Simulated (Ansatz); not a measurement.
**C₂H₁₀NPSi: a ladder of functionals and wavefunction methods**

Aim: compute C₂H₁₀NPSi with functionals from several rungs and with coupled cluster, and see how far each lands from CCSD(T) at the basis-set limit for the atomisation energy.

The runs use Ansatz 0.2.0, Gaussian basis; functionals in def2-TZVPP, the program's frozen cores in correlated methods.

The runs, in order: PBE-D4, r2SCAN-D4, PBE0-D4, B3LYP-D4, ωB97X-V, ωB97M-V, B2PLYP; CCSD(T)/def2-TZVPP; MP2/def2-QZVPP; extrapolation to the limit.

## (1) Structure used throughout

All runs share one geometry, relaxed beforehand with PBE0-D4 in a triple-zeta def2 set.

SMILES `CCN([SiH3])P`, 15 atoms, charge 0, spin multiplicity 1.

Atoms are counted from 1 here; the program's logs count them from 0.

Bond lengths: C1–C2 1.517 Å, C1–H6 1.093 Å, C1–H7 1.092 Å, C1–H8 1.092 Å, C2–N3 1.462 Å, C2–H9 1.097 Å, C2–H10 1.096 Å, N3–Si4 1.732 Å, N3–P5 1.699 Å, Si4–H11 1.481 Å, Si4–H12 1.491 Å, Si4–H13 1.490 Å, P5–H14 1.428 Å, P5–H15 1.428 Å. Angles: C2–C1–H6 110.5°, C2–C1–H7 110.9°, C2–C1–H8 111.1°, H6–C1–H7 108.2°, H6–C1–H8 107.9°, H7–C1–H8 108.1°, C1–C2–N3 113.7°, C1–C2–H9 109.5°, C1–C2–H10 110.1°, N3–C2–H9 108.5°, N3–C2–H10 108.5°, H9–C2–H10 106.3°, C2–N3–Si4 118.1°, C2–N3–P5 121.1°, Si4–N3–P5 120.7°, N3–Si4–H11 108.4°, N3–Si4–H12 112.0°, N3–Si4–H13 109.3° and more.

## (2) PBE-D4 (GGA)

File in.yaml:

```yaml
crystal:
  periodic: [false, false, false]
  atoms:
    - {symbol: C, position_ang: [-1.078614, 0.764013, 1.237712]}
    - {symbol: C, position_ang: [0.304944, 0.679711, 0.620563]}
    - {symbol: N, position_ang: [0.368933, -0.175712, -0.563740]}
    - {symbol: Si, position_ang: [0.904104, -1.810517, -0.361823]}
    - {symbol: P, position_ang: [-0.151811, 0.385713, -2.080536]}
    - {symbol: H, position_ang: [-1.067893, 1.418228, 2.112848]}
    - {symbol: H, position_ang: [-1.424824, -0.222848, 1.552977]}
    - {symbol: H, position_ang: [-1.802988, 1.167318, 0.527022]}
    - {symbol: H, position_ang: [1.015204, 0.297912, 1.364344]}
    - {symbol: H, position_ang: [0.656797, 1.680937, 0.345748]}
    - {symbol: H, position_ang: [1.010165, -2.436295, -1.700285]}
    - {symbol: H, position_ang: [-0.030437, -2.604339, 0.486681]}
    - {symbol: H, position_ang: [2.223112, -1.813716, 0.330466]}
    - {symbol: H, position_ang: [-1.423180, 0.949937, -1.758363]}
    - {symbol: H, position_ang: [0.474689, 1.668958, -2.084213]}
basis:
  gaussian: {orbitals: def2-TZVPP}
hamiltonian: {xc: pbe, dispersion: d4}
output: {forces: true, orbitals: {seedname: orbitals}}
```

Launch:

```
ansatz run in.yaml --threads 2 --pin off --events-out ev --progress --plain --max-ram 32768MiB --backend cuda --devices 0, --max-vram 18GiB
```

After this run come: r2SCAN-D4 (meta-GGA); PBE0-D4 (hybrid); B3LYP-D4 (hybrid); ωB97X-V (range-separated); ωB97M-V (range-separated); B2PLYP (double hybrid); CCSD(T) in def2-TZVPP; MP2 in def2-QZVPP.

**Question.** What will the summary of the whole plan be? Wanted: atomisation energy, CCSD(T)/CBS; farthest; mean size of error, hybrid; mean size of error, range-separated; gap, smallest and largest; T1 diagnostic; triples share of the correlation energy.

**Answer**, as computed:

| quantity | value |
| --- | --- |
| atomisation energy, CCSD(T)/CBS | 1225.1 kcal/mol |
| functionals within 6.1 kcal/mol (0.5 %) | r2SCAN-D4, PBE0-D4 |
| farthest | B2PLYP (-13.6 kcal/mol) |
| mean size of error, hybrid | 4.2 kcal/mol |
| mean size of error, range-separated | 9.2 kcal/mol |
| gap, smallest and largest | 5.00 eV (PBE-D4), 11.57 eV (ωB97X-V) |
| T1 diagnostic | 0.0113 |
| triples share of the correlation energy | 3.8 % |

In words: PBE-D4 misses by +11.9 kcal/mol. Double hybrids carry the basis error of their MP2 part in triple zeta, and no dispersion term here, so their miss is partly the set-up's. The reference freezes the cores and leaves out relativity and excitations past (T), so misses under about 6.1 kcal/mol can't be ranked. Hartree-Fock recovers 73 % of the binding; the rest is correlation. Orbital gaps span 5.0 to 11.6 eV; exact exchange widens them.
